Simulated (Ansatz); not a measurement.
# CH₂B₂F₂: basis-set convergence

Aim: see how fast density functionals converge with the basis set for CH₂B₂F₂.

Program: Ansatz 0.2.0, Gaussian basis. Level of theory: one geometry, several basis sets. These are calculated values, not measurements.

The runs, in order: PBE0-D4/def2-SVP; ωB97M-V/def2-SVP; PBE0-D4/def2-QZVPP; ωB97M-V/def2-QZVPP; the functionals' def2-TZVPP values are taken from earlier runs.

**1. The relaxed structure**

All runs share one geometry, relaxed beforehand with PBE0-D4 in a triple-zeta def2 set.

SMILES `FB1CB1F`, 7 atoms, charge 0, spin multiplicity 1.

Atoms are counted from 1 here; the program's logs count them from 0.

Bond lengths: F1–B2 1.306 Å, B2–C3 1.611 Å, B2–B4 1.587 Å, C3–B4 1.510 Å, C3–H6 1.088 Å, C3–H7 1.114 Å, B4–F5 1.317 Å. Angles: F1–B2–C3 132.8°, F1–B2–B4 169.6°, C3–B2–B4 56.3°, B2–C3–B4 61.0°, B2–C3–H6 147.8°, B2–C3–H7 78.4°, B4–C3–H6 133.3°, B4–C3–H7 113.8°, H6–C3–H7 109.3°, B2–B4–C3 62.6°, B2–B4–F5 150.8°, C3–B4–F5 134.7°.

Geometry (Å):

| atom | x (Å) | y (Å) | z (Å) |
| --- | --- | --- | --- |
| F1 | -0.6333 | -2.0948 | 0.3648 |
| B2 | -0.4971 | -0.8612 | -0.0414 |
| C3 | 0.5210 | 0.3199 | 0.3646 |
| B4 | -0.4336 | 0.5400 | -0.7845 |
| F5 | -1.0291 | 1.5929 | -1.3043 |
| H6 | 0.9137 | 0.9695 | 1.1444 |
| H7 | 1.2195 | -0.5343 | 0.2106 |

**2. PBE0-D4 in def2-SVP**

in.yaml reads:

```yaml
crystal:
  periodic: [false, false, false]
  atoms:
    - {symbol: F, position_ang: [-0.633257, -2.094803, 0.364828]}
    - {symbol: B, position_ang: [-0.497111, -0.861174, -0.041446]}
    - {symbol: C, position_ang: [0.520961, 0.319860, 0.364587]}
    - {symbol: B, position_ang: [-0.433624, 0.540027, -0.784470]}
    - {symbol: F, position_ang: [-1.029117, 1.592907, -1.304274]}
    - {symbol: H, position_ang: [0.913732, 0.969475, 1.144429]}
    - {symbol: H, position_ang: [1.219518, -0.534292, 0.210646]}
basis:
  gaussian: {orbitals: def2-SVP}
hamiltonian: {xc: pbe0, dispersion: d4}
output: {orbitals: {seedname: orbitals}}
```

The run is started by

```console
> ansatz run in.yaml --threads 2 --pin off --events-out ev --progress --plain --max-ram 4352MiB
```

After this run come: ωB97M-V in def2-SVP; PBE0-D4 in def2-QZVPP; ωB97M-V in def2-QZVPP.

Q: Predict the results of all the runs planned. Wanted: PBE0-D4: double and triple zeta above quadruple; ωB97M-V: double and triple zeta above quadruple.

As calculated:

| quantity | value |
| --- | --- |
| PBE0-D4: double and triple zeta above quadruple | 9.64, 0.42 eV |
| ωB97M-V: double and triple zeta above quadruple | 9.81, 0.38 eV |

PBE0-D4 gains 9.22 eV from double to triple zeta, then 0.42 eV more. Total energies overstate the basis error of differences, where much of it tends to cancel.
